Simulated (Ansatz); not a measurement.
# C2H3NOSi: the cost of one run

All numbers are computed with Ansatz 0.2.0 through its Python package. Level of theory: r2SCAN/def2-SVP.

**1. Starting point**

Bond lengths: N1–C2 1.162 Å, C2–Si3 1.880 Å, Si3–C4 1.873 Å, C4–O5 1.223 Å, Si3–H6 1.493 Å, Si3–H7 1.493 Å, C4–H8 1.101 Å. Angles: N1–C2–Si3 178.8°, C2–Si3–C4 109.9°, C2–Si3–H6 109.4°, C2–Si3–H7 109.4°, C4–Si3–H6 110.9°, C4–Si3–H7 110.9°, H6–Si3–H7 106.2°, Si3–C4–O5 119.3°, Si3–C4–H8 117.1°, O5–C4–H8 123.6°.

No structure file is read: the coordinates are typed or built in the script.

**2. The script**

File torsion_c2h3nosi.py:

```python
# -*- coding: utf-8 -*-
"""Rigid torsion scan of C2H3NOSi."""

import logging
import sys

import ansatz as az
from ase import Atoms

logging.basicConfig(stream=sys.stdout, format="[%(levelname)s] %(message)s")
logger = logging.getLogger("ansatz_job")
logger.setLevel(logging.INFO)

BASIS_SET = "def2-SVP"
XC = "r2scan"
FORCE_TOL = 0.02

atoms = Atoms(["N", "C", "Si", "C", "O", "H", "H", "H"], positions=[
    [2.4059, 0.8699, -1.3733],
    [1.5351, 0.6664, -0.632],
    [0.1083, 0.3136, 0.54],
    [-1.1248, -0.8295, -0.285],
    [-2.1265, -1.1731, 0.3275],
    [0.6374, -0.2912, 1.7982],
    [-0.5385, 1.5996, 0.9359],
    [-0.8969, -1.1558, -1.3113],
])

# start the scan from a relaxed geometry
first = (
    az.Crystal.molecule_from_ase(atoms).calculation()
    .basis(gaussian=BASIS_SET)
    .functional(XC)
    .relax(force_tolerance=FORCE_TOL, max_steps=80)
)
atoms.positions = first.run(threads=1).report["positions_ang"]

start = atoms.get_dihedral(1, 2, 3, 4)
energies = {}
for turn in range(0, 360, 30):
    turned = atoms.copy()
    turned.set_dihedral(1, 2, 3, 4, start + turn, indices=[3, 4, 7])
    calculation = az.Crystal.molecule_from_ase(turned).calculation().basis(gaussian=BASIS_SET).functional(XC)
    energies[round((start + turn) % 360)] = calculation.run(threads=1).report["free_energy_ev"]
floor = min(energies.values())
logger.info("dihedral C1-Si2-C3-O4 (deg)   E - E(min) (kcal/mol)")
for angle, e in sorted(energies.items()):
    logger.info(f"{angle:8d} {23.060548 * (e - floor):14.3f}  " + "#" * int(30 * (e - floor) / max(max(energies.values()) - floor, 1e-9)))
```

**3. What the engine is handed**

The package turns the script's settings into the engine's input (first run):

```yaml
crystal:
  periodic: [false, false, false]
  atoms:
    - { symbol: "N", position_ang: [2.4059, 0.8699, -1.3733] }
    - { symbol: C, position_ang: [1.5351, 0.6664, -0.632] }
    - { symbol: Si, position_ang: [0.1083, 0.3136, 0.54] }
    - { symbol: C, position_ang: [-1.1248, -0.8295, -0.285] }
    - { symbol: O, position_ang: [-2.1265, -1.1731, 0.3275] }
    - { symbol: H, position_ang: [0.6374, -0.2912, 1.7982] }
    - { symbol: H, position_ang: [-0.5385, 1.5996, 0.9359] }
    - { symbol: H, position_ang: [-0.8969, -1.1558, -1.3113] }
basis:
  gaussian:
    orbitals: def2-SVP
hamiltonian:
  xc: r2scan
relax:
  f_tol: 0.02
  max_steps: 80
```

**4. The run**

On the command line:

```bash
python torsion_c2h3nosi.py
```

Q: Estimate wall time and peak memory on 1 thread of Arm Neoverse V1, shared host.

About 84 s, with a peak of 0.23 GiB.
